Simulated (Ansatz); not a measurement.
# FeNiPt2: the cost of one run

Computed with Ansatz 0.2.0 (DFT, r2SCAN, PAW with Ansatz's default frozen-core files, scalar-relativistic, unless a step's input says otherwise).

## (1) The system as given

Symmetry: P4/mmm, No. 123, tetragonal system. Conventional cell: a = 3.858 Å, b = 3.858 Å, c = 3.640 Å, α = 90.00°, β = 90.00°, γ = 90.00°. Around Fe (site symmetry 4/mmm) lie 8 Pt at 2.65 Å and 4 Ni at 2.73 Å. Ni (site symmetry 4/mmm) has 8 Pt at 2.65 Å and 4 Fe at 2.73 Å as nearest neighbours. Pt (site symmetry mmm) is surrounded by 4 Fe at 2.65 Å and 4 Ni at 2.65 Å and 4 Pt at 2.73 Å.

As a file:

```xyz
4
Lattice="3.8579 0.0000 0.0000 0.0000 3.8579 0.0000 0.0000 0.0000 3.6396" Properties=species:S:1:pos:R:3 pbc="T T T"
Fe    0.0000    0.0000    0.0000
Ni    1.9290    1.9290    0.0000
Pt    1.9290    0.0000    1.8198
Pt    0.0000    1.9290    1.8198
```

Atoms are numbered in the order of the input: Fe1, Ni2, Pt3, Pt4.

## (2) Free moments from the typed start, PAW

input.yaml reads:

```yaml
crystal:
  lattice:
    - [3.8579134, 0.0, 0.0]
    - [0.0, 3.8579134, 0.0]
    - [0.0, 0.0, 3.63962714]
  atoms:
    - { symbol: Fe, position: [0.0, 0.0, 0.0], spin: 3.0 }
    - { symbol: Ni, position: [0.5, 0.5, 0.0], spin: 1.5 }
    - { symbol: Pt, position: [0.5, 0.0, 0.5], spin: 0.6 }
    - { symbol: Pt, position: [0.0, 0.5, 0.5], spin: 0.6 }
magnetization:
  spin_polarized: true
kpoints:
  mp_grid: { grid: [8, 8, 8] }
scf:
  occupations: { method: fermi_dirac, width: 0.03 }
  lower_state_search: "off"
hamiltonian:
  xc: r2scan
  pseudopotentials: { kind: paw }
output:
  forces: true
  stress: true
  eigenvalues: true
  populations: true
  dos: { projected: true, de: 0.1, e_range: [-8, 5] }
  write_density: true
  write_potential: true
  elf: true
  volumetric_format: npy
```

The run is started by

```bash
$ ansatz run input.yaml --threads 2 --pin off --max-ram 6144MiB --backend cpu --events-out ev --progress --plain --runs-dir out
```

Q: Estimate wall time and peak memory on 2 threads of Intel Xeon Platinum 8559C (Emerald Rapids), shared host.

About 27 s, with a peak of 0.78 GiB.
